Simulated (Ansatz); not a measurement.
# Ge2H8O2Si: one species, many methods

One table from this session's results is given with a row withheld; the runs are named, their logs left out.

Method: functionals in def2-TZVPP, the program's frozen cores in correlated methods; program: Ansatz 0.2.0, Gaussian basis.

Plan: PBE-D4, r2SCAN-D4, PBE0-D4, B3LYP-D4, ωB97X-V, ωB97M-V, B2PLYP; CCSD(T)/def2-TZVPP; MP2/def2-QZVPP; extrapolation to the limit.

### The relaxed structure

All runs share one geometry, relaxed beforehand with PBE0-D4 in a triple-zeta def2 set.

SMILES `[OH][Ge]([OH])([SiH3])[GeH3]`, 13 atoms, charge 0, spin multiplicity 1.

Atoms are counted from 1 here; the program's logs count them from 0.

Bond lengths: O1–Ge2 1.790 Å, O1–H6 0.960 Å, Ge2–O3 1.790 Å, Ge2–Si4 2.382 Å, Ge2–Ge5 2.443 Å, O3–H7 0.960 Å, Si4–H8 1.485 Å, Si4–H9 1.484 Å, Si4–H10 1.485 Å, Ge5–H11 1.537 Å, Ge5–H12 1.537 Å, Ge5–H13 1.542 Å. Angles: Ge2–O1–H6 113.6°, O1–Ge2–O3 109.6°, O1–Ge2–Si4 105.2°, O1–Ge2–Ge5 108.5°, O3–Ge2–Si4 105.2°, O3–Ge2–Ge5 108.5°, Si4–Ge2–Ge5 119.5°, Ge2–O3–H7 113.6°, Ge2–Si4–H8 108.8°, Ge2–Si4–H9 109.9°, Ge2–Si4–H10 108.8°, H8–Si4–H9 110.1°, H8–Si4–H10 109.2°, H9–Si4–H10 110.1°, Ge2–Ge5–H11 110.9°, Ge2–Ge5–H12 110.9°, Ge2–Ge5–H13 109.1°, H11–Ge5–H12 109.1° and more.

Set-up of the first run:

The input, in.yaml:

```yaml
crystal:
  periodic: [false, false, false]
  atoms:
    - {symbol: O, position_ang: [-1.887253, -0.941231, 0.110812]}
    - {symbol: Ge, position_ang: [-0.169835, -0.466659, -0.058610]}
    - {symbol: O, position_ang: [0.863475, -1.927078, -0.005928]}
    - {symbol: Si, position_ang: [0.033593, 0.363513, -2.282489]}
    - {symbol: Ge, position_ang: [0.426780, 0.974925, 1.821911]}
    - {symbol: H, position_ang: [-2.134461, -1.174806, 1.008366]}
    - {symbol: H, position_ang: [0.971362, -2.289765, 0.876173]}
    - {symbol: H, position_ang: [1.448954, 0.745113, -2.522755]}
    - {symbol: H, position_ang: [-0.384594, -0.679793, -3.251357]}
    - {symbol: H, position_ang: [-0.826873, 1.566027, -2.424556]}
    - {symbol: H, position_ang: [1.902363, 1.395965, 1.741710]}
    - {symbol: H, position_ang: [-0.455376, 2.232764, 1.848797]}
    - {symbol: H, position_ang: [0.211864, 0.201026, 3.137917]}
basis:
  gaussian: {orbitals: def2-TZVPP}
hamiltonian: {xc: pbe, dispersion: d4}
output: {forces: true, orbitals: {seedname: orbitals}}
```

The run is started by

```sh
$ ansatz run in.yaml --threads 2 --pin off --events-out ev --progress --plain --max-ram 22528MiB --backend cuda --devices 0, --max-vram 18GiB
```

Steps of the session up to this table: PBE-D4 (GGA); r2SCAN-D4 (meta-GGA); PBE0-D4 (hybrid); B3LYP-D4 (hybrid); ωB97X-V (range-separated); ωB97M-V (range-separated); B2PLYP (double hybrid); CCSD(T) in def2-TZVPP; MP2 in def2-QZVPP.

One of the session's tables, all rows but one given; the rest of the session is left out.

| method | atomisation energy (kJ/mol) |
| --- | --- |
| PBE-D4 | 3969.3 |
| r2SCAN-D4 | 3978.8 |
| PBE0-D4 | 3908.4 |
| B3LYP-D4 | ? |
| ωB97X-V | 4001.3 |
| ωB97M-V | 3952.3 |
| B2PLYP | 3909.1 |
| HF/def2-TZVPP | 2798.5 |
| MP2/def2-TZVPP | 3922.4 |
| CCSD/def2-TZVPP | 3849.0 |
| CCSD(T)/def2-TZVPP | 3905.9 |
| MP2/CBS | 4019.2 |
| CCSD(T)/CBS | 4002.7 |

Estimate the missing values for B3LYP-D4.

**Answer.** atomisation energy (kJ/mol): 3944.1. In the column «atomisation energy (kJ/mol)» it lies between MP2/def2-TZVPP (3922.4) and ωB97M-V (3952.3).
